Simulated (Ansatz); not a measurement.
# AlCl3FH4N: the cost of one run

Method: UKS B3LYP/6-31G*, in Ansatz 0.2.0.

### 1 The starting structure

Bond lengths: Al1–Cl2 2.602 Å, Al1–Cl3 2.016 Å, Al1–Cl4 2.019 Å, Al1–F6 2.112 Å, N8–H9 1.008 Å, N8–H10 1.006 Å. Angles: Cl2–Al1–Cl3 104.4°, Cl2–Al1–Cl4 103.4°, Cl2–Al1–F6 90.9°, Cl3–Al1–Cl4 140.0°, Cl3–Al1–F6 105.3°, Cl4–Al1–F6 102.4°, H9–N8–H10 112.2°.

Coordinates:

```xyz
10

Al   -1.2184    0.2150   -1.5877
Cl   -0.7072   -1.9123   -0.1784
Cl   -0.4562   -0.1930   -3.4087
Cl   -2.9023    0.9409   -0.7424
H     0.7782    0.8004    0.4155
F     0.2941    1.2872   -0.5770
H     0.3644   -1.0283    0.8956
N     1.0837   -0.0331    1.4106
H     2.0529   -0.3031    1.4640
H     0.7108    0.2263    2.3085
```

### 2 Pulling towards end A

Springs on the bonds that form and break draw the guess towards this end; the thresholds are loose.

input.yaml reads:

```yaml
crystal:
  periodic: [false, false, false]
  atoms:
    - { symbol: Al, position_ang: [-1.2184, 0.215, -1.5877] }
    - { symbol: Cl, position_ang: [-0.7072, -1.9123, -0.1784] }
    - { symbol: Cl, position_ang: [-0.4562, -0.193, -3.4087] }
    - { symbol: Cl, position_ang: [-2.9023, 0.9409, -0.7424] }
    - { symbol: H, position_ang: [0.7782, 0.8004, 0.4155] }
    - { symbol: F, position_ang: [0.2941, 1.2872, -0.577] }
    - { symbol: H, position_ang: [0.3644, -1.0283, 0.8956] }
    - { symbol: "N", position_ang: [1.0837, -0.0331, 1.4106] }
    - { symbol: H, position_ang: [2.0529, -0.3031, 1.464] }
    - { symbol: H, position_ang: [0.7108, 0.2263, 2.3085] }
magnetization:
  spin_polarized: true
basis:
  gaussian: { orbitals: "6-31G*" }
hamiltonian:
  xc: b3lyp
relax:
  f_tol: 0.15
  max_steps: 25
  restrain:
    - { distance: [0, 5], at: 3.08, k: 30.0 }
    - { distance: [4, 7], at: 2.32, k: 30.0 }
    - { distance: [6, 1], at: 2.63, k: 30.0 }
    - { distance: [0, 1], at: 2.23, k: 30.0 }
    - { distance: [4, 5], at: 0.88, k: 30.0 }
    - { distance: [6, 7], at: 1.02, k: 30.0 }
```

The run is started by

```sh
ansatz run input.yaml --threads 4 --pin off --max-ram 5120MiB --backend cpu --events-out ev --progress --plain --runs-dir out
```

**Question.** How long does this run take on 4 threads of Arm Neoverse N1, shared host, and how much memory does it need?

About 60 s, with a peak of 0.45 GiB.
